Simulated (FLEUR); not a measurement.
# NbP (I4_1md) in FLEUR: a series of runs

Runs on NbP. Level: PBEsol. Tasks: equation of state.

All numbers are computed with FLEUR MaX-R8.1 (later development tree); they aren't measurements. Logs are shortened: lines on timing, memory, paths and dates and some standing lists are left out, and cuts for length are marked.

### 1 The crystal as given

Symmetry: I4_1md, No. 109, tetragonal system. The conventional cell has a = 3.350 Å, b = 3.350 Å, c = 11.480 Å, α = 90.00°, β = 90.00°, γ = 90.00°. Nb (site symmetry 2mm) has 6 P at 2.55 Å as nearest neighbours. P (site symmetry 2mm) is surrounded by 6 Nb at 2.55 Å.

The cell is a database's computed one.

### 2 Equation of state, PBEsol, 15.14 Å³/atom (volume scaled by 0.94)

File inp.xml:

```xml
<?xml version="1.0" encoding="UTF-8" standalone="no"?>
<fleurInput fleurInputVersion="0.39">
   <comment>
      NbP                                                                                                 
   </comment>
   <calculationSetup>
      <cutoffs Kmax="5.3" Gmax="16.4" GmaxXC="16.4" numbands="0"/>
      <scfLoop itmax="60" minDistance="0.00001" maxIterBroyd="15" imix="Anderson" alpha="0.05" precondParam="0.0" spinf="2.0" sdNocoIR="T"/>
      <coreElectrons ctail="T" frcor="F" kcrel="0" coretail_lmax="0"/>
      <xcFunctional name="PBEs" relativisticCorrections="F"/>
      <magnetism jspins="1"/>
      <soc l_soc="F" theta="0.0" phi="0.0" spav="F"/>
      <expertModes spex="0" secvar="F"/>
      <geometryOptimization l_f="F" forcealpha="1.0" forcemix="BFGS" epsdisp="0.0005" epsforce="0.0002"/>
      <ldaU l_linMix="F" mixParam="0.05" spinf="1.0"/>
   </calculationSetup>
   <cell>
      <bzIntegration valenceElectrons="48.0" mode="hist" fermiSmearingEnergy="0.00183747">
         <kPointListSelection listName="default-1"/>
         <!-- k-points included here -->
         <xi:include xmlns:xi="http://www.w3.org/2001/XInclude" href="kpts.xml"> </xi:include>
      </bzIntegration>
      <!-- symmetry operations included here -->
      <xi:include xmlns:xi="http://www.w3.org/2001/XInclude" href="sym.xml"> </xi:include>
      <bulkLattice scale="0.9795861087">
         <bravaisMatrix>
            <row-1>   -3.1651462305397313     3.1651462305397313    10.8472323780282807</row-1>
            <row-2>    3.1651462305397313    -3.1651462305397313    10.8472323780282807</row-2>
            <row-3>    3.1651462305397313     3.1651462305397313   -10.8472323780282807</row-3>
         </bravaisMatrix>
      </bulkLattice>
   </cell>
   <atomSpecies>
      <species name="Niobium (Nb)" element="Nb" atomicNumber="41">
[... 16 lines left out ...]
      <species name="Phosphorous (P)" element="P" atomicNumber="15">
         <mtSphere radius="1.85" gridPoints="631" logIncrement="0.018"/>
         <atomicCutoffs lmax="8" lnonsphr="8"/>
         <electronConfig flipSpins="F">
            <coreConfig>(1s1/2) (2s1/2)</coreConfig>
            <valenceConfig>(2p1/2) (2p3/2) (3s1/2) (3p1/2) (3p3/2)</valenceConfig>
            <stateOccupation state="(3p1/2)" spinUp="0.500000" spinDown="0.500000"/>
            <stateOccupation state="(3p3/2)" spinUp="1.000000" spinDown="1.000000"/>
         </electronConfig>
         <energyParameters s="3" p="3" d="3" f="4"/>
         <lo type="SCLO" l="1" n="2" eDeriv="0"/>
         <lo type="SCLO" l="0" n="3" eDeriv="2"/>
         <lo type="SCLO" l="2" n="3" eDeriv="2"/>
         <lo type="SCLO" l="3" n="4" eDeriv="2"/>
      </species>
   </atomSpecies>
   <atomGroups>
      <atomGroup species="Niobium (Nb)">
         <relPos label="                   1">.2498808000 -.2501192000 1.000/2.000</relPos>
         <relPos label="                   2">.4998808000 .4998808000 .0000000000</relPos>
         <force calculate="T" relaxXYZ="TTT"/>
      </atomGroup>
      <atomGroup species="Phosphorous (P)">
         <relPos label="                   3">-.1672522300 .3327477700 1.000/2.000</relPos>
         <relPos label="                   4">.0827477700 .0827477700 .0000000000</relPos>
         <force calculate="T" relaxXYZ="TTT"/>
      </atomGroup>
   </atomGroups>
   <output dos="F" band="F" slice="F">
      <checks vchk="F" cdinf="F"/>
      <bandDOS minEnergy="-.5*Htr" maxEnergy="0.5*Htr" sigma="0.015" storeEVData="T"/>
      <vacuumDOS vacdos="F" integ="F" star="F" nstars="0" locx1="0.0" locy1="0.0" locx2="0.0" locy2="0.0" nstm="0" tworkf="0.0"/>
      <unfoldingBand unfoldBand="F" supercellX="1" supercellY="1" supercellZ="1"/>
      <plotting iplot="0" polar="F">
         <plot TwoD="T" vec1="  1.0  0.0  0.0" vec2="  0.0  1.0  0.0" vec3="  0.0  0.0  1.0" zero="  0.0  0.0  0.0" file="plot"/>
      </plotting>
      <chargeDensitySlicing numkpt="0" minEigenval="0.0" maxEigenval="0.0" nnne="0" pallst="F"/>
      <specialOutput eonly="F"/>
      <moessbauerParams electricFieldGradient="T" isomerShift="T" coreHyperfine="T" valenceHyperfine="T"/>
      <magneticCircularDichroism mcd="F" energyLo="-10.0" energyUp="0.0"/>
   </output>
  <!-- We include the file relax.xml here to enable relaxations (see documentation) -->
  <xi:include xmlns:xi="http://www.w3.org/2001/XInclude" href="relax.xml"> <xi:fallback/> </xi:include>
</fleurInput>
```

Potentials or basis: all-electron, FLAPW.

Launch:

```console
$ inpgen -f crystal.txt -profile fastHighL
$ # inp.xml edited to the form shown
$ mpirun -n 4 fleur_MPI -pe_per_kpt 1
```

Output:

```text
Welcome to FLEUR        (www.flapw.de)
      MaX-Release 8.1          (www.max-centre.eu)

 ========== k-point set info ==========
 Selected k-point list: default-1
 k-point list type: mesh
 11 x 11 x 11
 Number of k points: 126

 ------------Calculation Setup---------------------------
 Number of MPI-tasks      :            4
 Number of PE/node        :            4
 Number of OMP-threads    :            1
 Using exactly            1  PE per kpt
 k-points in parallel     :            4
 pe's per k-point         :            1
 No of k-point loops      :           31
 Using exactly            1  PE per kpt
 Using exactly            1  PE per kpt
 Using exactly            1  PE per kpt
 Info/Warning             : your k-point parallelism is not fully load-balanced
 Eigenvalue solver        :       lapack
 Number of basis functions:         1186
 Approximate size of matrices (H+S) per k-point:         0.042 GB
 --------------------------------------------------------
 Iteration:     1   Distance:      14.54420974 me/bohr^3
 Iteration:     2   Distance:      12.68959557 me/bohr^3
 Iteration:     3   Distance:       5.26915781 me/bohr^3
 Iteration:     4   Distance:       6.58399896 me/bohr^3
 Iteration:     5   Distance:       1.52539429 me/bohr^3
 Iteration:     6   Distance:       0.22902502 me/bohr^3
 Iteration:     7   Distance:       0.10771893 me/bohr^3
 Iteration:     8   Distance:       0.03105910 me/bohr^3
 Iteration:     9   Distance:       0.02492326 me/bohr^3
 Iteration:    10   Distance:       0.00301157 me/bohr^3
 Iteration:    11   Distance:       0.00087780 me/bohr^3
 Iteration:    12   Distance:       0.00048506 me/bohr^3
 Iteration:    13   Distance:       0.00014362 me/bohr^3
 Iteration:    14   Distance:       0.00007673 me/bohr^3
 Iteration:    15   Distance:       0.00001853 me/bohr^3
 Iteration:    16   Distance:       0.00001613 me/bohr^3
 Iteration:    17   Distance:       0.00000709 me/bohr^3

 ********************************************************************
 Run finished successfully
 Stop message:
   all done
 ********************************************************************
```

Run time: 15 min. Hardware: 4 MPI ranks of Arm Neoverse V1, shared host.

Results:

```yaml
Free_energy: -226398.2463 eV
Band_gap_on_the_k_mesh: none (metal or under the smearing width)
Valence_electrons_inside_the_program's_atomic_spheres: Nb 11.04; P 8.41 (radii Nb 2.47, P 1.85 bohr)
```

### 3 Equation of state, PBEsol, 15.46 Å³/atom (volume scaled by 0.96)

Changes to inp.xml since step 2:

```diff
@@ -24,3 +24,3 @@
       <xi:include xmlns:xi="http://www.w3.org/2001/XInclude" href="sym.xml"> </xi:include>
-      <bulkLattice scale="0.9795861087">
+      <bulkLattice scale="0.9864848297">
          <bravaisMatrix>
```

Potentials or basis: all-electron, FLAPW.

Launch:

```console
$ inpgen -f crystal.txt -profile fastHighL
$ # inp.xml edited to the form shown
$ mpirun -n 4 fleur_MPI -pe_per_kpt 1
```

Wall time 16 min (4 MPI ranks of Arm Neoverse V1, shared host).

It converged, with:

* Free energy: -226398.2771 eV
* Band gap on the k mesh: none (metal or under the smearing width)
* Valence electrons inside the program's atomic spheres: Nb 11.00; P 8.39 (radii Nb 2.47, P 1.85 bohr)

### 4 Equation of state, PBEsol, 15.78 Å³/atom (volume scaled by 0.98)

Changes to inp.xml since step 3:

```diff
@@ -24,3 +24,3 @@
       <xi:include xmlns:xi="http://www.w3.org/2001/XInclude" href="sym.xml"> </xi:include>
-      <bulkLattice scale="0.9864848297">
+      <bulkLattice scale="0.9932883884">
          <bravaisMatrix>
```

Launch:

```console
$ inpgen -f crystal.txt -profile fastHighL
$ # inp.xml edited to the form shown
$ mpirun -n 4 fleur_MPI -pe_per_kpt 1
```

Run time: 16 min. Hardware: 4 MPI ranks of Arm Neoverse V1, shared host.

Results (log left out):

```
Free energy                                           : -226398.2724 eV
Band gap on the k mesh                                : none (metal or under the smearing width)
Valence electrons inside the program's atomic spheres : Nb 10.95; P 8.37 (radii Nb 2.47, P 1.85 bohr)
```

### 5 Equation of state, PBEsol, 16.10 Å³/atom

Changes to inp.xml since step 4:

```diff
@@ -24,3 +24,3 @@
       <xi:include xmlns:xi="http://www.w3.org/2001/XInclude" href="sym.xml"> </xi:include>
-      <bulkLattice scale="0.9932883884">
+      <bulkLattice scale="1.0000000000">
          <bravaisMatrix>
```

Launch:

```console
$ inpgen -f crystal.txt -profile fastHighL
$ # inp.xml edited to the form shown
$ mpirun -n 4 fleur_MPI -pe_per_kpt 1
```

Wall time 17 min (4 MPI ranks of Arm Neoverse V1, shared host).

It converged, with:

| Property | Result |
| --- | --- |
| Free energy | -226398.2360 eV |
| Band gap on the k mesh | none (metal or under the smearing width) |
| Valence electrons inside the program's atomic spheres | Nb 10.91; P 8.36 (radii Nb 2.47, P 1.85 bohr) |

### 6 Equation of state, PBEsol, 16.43 Å³/atom (volume scaled by 1.02)

Changes to inp.xml since step 5:

```diff
@@ -24,3 +24,3 @@
       <xi:include xmlns:xi="http://www.w3.org/2001/XInclude" href="sym.xml"> </xi:include>
-      <bulkLattice scale="1.0000000000">
+      <bulkLattice scale="1.0066227096">
          <bravaisMatrix>
```

Potentials or basis: all-electron, FLAPW.

Launch:

```console
$ inpgen -f crystal.txt -profile fastHighL
$ # inp.xml edited to the form shown
$ mpirun -n 4 fleur_MPI -pe_per_kpt 1
```

Wall time 21 min (4 MPI ranks of Arm Neoverse V1, shared host).

Results (log left out):

- Free energy: -226398.1711 eV
- Band gap on the k mesh: none (metal or under the smearing width)
- Valence electrons inside the program's atomic spheres: Nb 10.88; P 8.34 (radii Nb 2.47, P 1.85 bohr)

### 7 Equation of state, PBEsol

Potentials or basis: all-electron, FLAPW.

This step only gathers the single runs of the series.

What came out:

- Equilibrium volume: 15.57 Å³/atom
- Bulk modulus at fixed shape and positions: 205 GPa
- Pressure derivative of the bulk modulus: 4.3 (rough: it moves with the points fitted)

Energy against volume, from the lowest point:
```
volume (Å³/atom)  energy (meV/atom)
          15.137               7.70
          15.459               0.00
          15.781               1.16
          16.103              10.27
          16.425              26.49
```

Caveat: the cell was scaled at fixed shape and fractional positions, which overstates the stiffness of a crystal with free parameters, most of all of layers and chains.
